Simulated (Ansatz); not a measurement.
# Si16O: the cost of one run

All numbers below are computed with Ansatz 0.2.0 (DFT PBE, plane waves, PAW, scalar-relativistic, collinear spin).

### Step 1. The system as given

The cell holds 17 atoms (OSi16): a = 7.679 Å, b = 7.679 Å, c = 7.679 Å, α = 60.00°, β = 60.00°, γ = 60.00°.

Coordinates:

```xyz
17
Lattice="0.0000 5.4300 5.4300 5.4300 0.0000 5.4300 5.4300 5.4300 0.0000" Properties=species:S:1:pos:R:3 pbc="T T T"
Si    0.0000    0.0000    0.0000
Si    1.3575    1.3575    1.3575
Si    2.7150    2.7150    0.0000
Si    4.0725    4.0725    1.3575
Si    2.7150    0.0000    2.7150
Si    4.0725    1.3575    4.0725
Si    5.4300    2.7150    2.7150
Si    6.7875    4.0725    4.0725
Si    0.0000    2.7150    2.7150
Si    1.3575    4.0725    4.0725
Si    2.7150    5.4300    2.7150
Si    4.0725    6.7875    4.0725
Si    2.7150    2.7150    5.4300
Si    4.0725    4.0725    6.7875
Si    5.4300    5.4300    5.4300
Si    6.7875    6.7875    6.7875
O     6.8214    6.7880    4.0936
```

### Step 2. Relaxing the start

File input.yaml:

```yaml
accuracy: low
crystal:
  lattice:
    - [0.0, 5.43, 5.43]
    - [5.43, 0.0, 5.43]
    - [5.43, 5.43, 0.0]
  atoms:
    - { symbol: Si, position: [0.0, 0.0, 0.0] }
    - { symbol: Si, position: [0.125, 0.125, 0.125] }
    - { symbol: Si, position: [0.0, 0.0, 0.5] }
    - { symbol: Si, position: [0.125, 0.125, 0.625] }
    - { symbol: Si, position: [0.0, 0.5, 0.0] }
    - { symbol: Si, position: [0.125, 0.625, 0.125] }
    - { symbol: Si, position: [0.0, 0.5, 0.5] }
    - { symbol: Si, position: [0.125, 0.625, 0.625] }
    - { symbol: Si, position: [0.5, 0.0, 0.0] }
    - { symbol: Si, position: [0.625, 0.125, 0.125] }
    - { symbol: Si, position: [0.5, 0.0, 0.5] }
    - { symbol: Si, position: [0.625, 0.125, 0.625] }
    - { symbol: Si, position: [0.5, 0.5, 0.0] }
    - { symbol: Si, position: [0.625, 0.625, 0.125] }
    - { symbol: Si, position: [0.5, 0.5, 0.5] }
    - { symbol: Si, position: [0.625, 0.625, 0.625] }
    - { symbol: O, position: [0.3738711, 0.3800155, 0.8762197], spin: 1.0 }
magnetization:
  spin_polarized: true
basis:
  ecutwfc: 420.0
kpoints:
  mp_grid: { grid: [2, 2, 2] }
hamiltonian:
  xc: pbe
  pseudopotentials: { kind: paw, azcp: { folder: soft_1 } }
scf:
  occupations: { method: fermi_dirac, width: 0.05 }
  lower_state_search: "off"
relax:
  f_tol: 0.08
  max_steps: 25
  adjacent_minimum: "off"
```

Launch:

```sh
> ansatz run input.yaml --threads 1 --pin off --max-ram 3072MiB --backend cpu --events-out ev --progress --plain --runs-dir out
```

What time and memory should one allow on 1 thread of Arm Neoverse V1, shared host?

About 4.9 min, with a peak of 0.67 GiB.
